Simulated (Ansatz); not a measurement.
# Ti5Si: tests of the settings

Aim, for Ti5Si: relax the cell with several choices of k mesh.

Program: Ansatz 0.2.0. Level of theory: DFT PBEsol, scalar-relativistic, plane waves, PAW. These are calculated values, not measurements.

1 further run of the same task is left out (set aside as unsound or not needed). Runs told in other sessions of the task aren't counted.

## (1) Starting point

It takes space group R32 (No. 155, trigonal). Conventional cell: a = 5.046 Å, b = 5.046 Å, c = 13.323 Å, α = 90.00°, β = 90.00°, γ = 120.00°. Around Ti (site symmetry 3) lie 9 Ti at 2.83 to 2.94 Å and 3 Si at 2.92 Å. Ti (site symmetry 2) has 8 Ti at 2.69 to 2.88 Å and 2 Si at 2.71 Å in its first shell of neighbours. Si (site symmetry 32) has 12 Ti at 2.71 to 2.92 Å in its first shell of neighbours.

As a file:

```cif
data_structure
_symmetry_space_group_name_H-M 'R32:H'
_symmetry_Int_Tables_number 155
_cell_length_a 5.0457
_cell_length_b 5.0457
_cell_length_c 13.3227
_cell_angle_alpha 90.000
_cell_angle_beta 90.000
_cell_angle_gamma 120.000
_cell_volume 293.74
loop_
_atom_site_label
_atom_site_type_symbol
_atom_site_symmetry_multiplicity
_atom_site_Wyckoff_symbol
_atom_site_fract_x
_atom_site_fract_y
_atom_site_fract_z
_atom_site_occupancy
Ti1 Ti 6 c 0.00000 0.00000 0.15144 1
Ti2 Ti 9 d 0.60535 0.00000 0.00000 1
Si1 Si 3 b 0.33333 0.66667 0.16667 1
```

Source of the structure: the Materials Project (structure only). It is taken as it stands there.

## (2) The base input

Contents of input.yaml:

```yaml
crystal:
  lattice:
    - [2.5228393509, 1.4565619783, 4.4409048145]
    - [-2.5228393509, 1.4565619783, 4.4409048145]
    - [0.0, -2.9131239567, 4.4409048145]
  atoms:
    - { symbol: Ti, position: [0.15143967, 0.15143967, 0.15143967] }
    - { symbol: Ti, position: [0.60535, 0.39465, 0.0] }
    - { symbol: Ti, position: [0.0, 0.60535, 0.39465] }
    - { symbol: Ti, position: [0.84856033, 0.84856033, 0.84856033] }
    - { symbol: Ti, position: [0.39465, 0.0, 0.60535] }
    - { symbol: Si, position: [0.5, 0.5, 0.5] }
basis:
  ecutwfc: 420
kpoints:
  mp_grid: { grid: [12, 12, 12] }
hamiltonian:
  xc: pbesol
scf:
  occupations: { method: gaussian, width: 0.1 }
output:
  forces: true
  stress: true
  eigenvalues: true
  populations: true
  write_density: true
  write_potential: true
  elf: true
  volumetric_format: npy
```

Its results, from an earlier run: -2165.4856 eV/atom at zero smearing, pressure -4.41 GPa, largest force 0.067 eV/Å, no gap on the mesh, in 7 SCF cycles and 86 s.

## (3) Relaxing with k mesh 1×1×1

Contents of input.yaml:

```yaml
crystal:
  lattice:
    - [2.5228393509, 1.4565619783, 4.4409048145]
    - [-2.5228393509, 1.4565619783, 4.4409048145]
    - [0.0, -2.9131239567, 4.4409048145]
  atoms:
    - { symbol: Ti, position: [0.15143967, 0.15143967, 0.15143967] }
    - { symbol: Ti, position: [0.60535, 0.39465, 0.0] }
    - { symbol: Ti, position: [0.0, 0.60535, 0.39465] }
    - { symbol: Ti, position: [0.84856033, 0.84856033, 0.84856033] }
    - { symbol: Ti, position: [0.39465, 0.0, 0.60535] }
    - { symbol: Si, position: [0.5, 0.5, 0.5] }
basis:
  ecutwfc: 420
kpoints:
  mp_grid: { grid: [1, 1, 1] }
hamiltonian:
  xc: pbesol
scf:
  occupations: { method: gaussian, width: 0.1 }
output:
  forces: true
  stress: true
  eigenvalues: true
relax:
  adjacent_minimum: "off"
  f_tol: 0.01
  max_steps: 60
  cell: { stress_tol: 0.05 }
```

Started as:

```sh
ansatz run input.yaml --threads 1 --pin off --max-ram 2560MiB --backend cpu --events-out ev --progress --plain --runs-dir out
```

## (4) Relaxation, k mesh: 3×3×3

input.yaml: that of step 3 with these lines changed.

```diff
@@ -15,3 +15,3 @@
 kpoints:
-  mp_grid: { grid: [1, 1, 1] }
+  mp_grid: { grid: [3, 3, 3] }
 hamiltonian:
```

## (5) Relaxing with k mesh 6×6×6

input.yaml: that of step 4 with these lines changed.

```diff
@@ -15,3 +15,3 @@
 kpoints:
-  mp_grid: { grid: [3, 3, 3] }
+  mp_grid: { grid: [6, 6, 6] }
 hamiltonian:
```

(Steps that only read results are left out.)

Q: Predict the outcome of the series: the values and the trend.

As calculated:

| quantity | value |
| --- | --- |
| relaxed volume by k mesh (Å³/atom) | 1×1×1: 13.80; 3×3×3: 15.70; 6×6×6: 15.75; 12×12×12: 15.74 |

The relaxed volumes span 14.1 %. From 3×3×3 on the volume holds to 0.5 %, at 0.035 of the time of the best run.
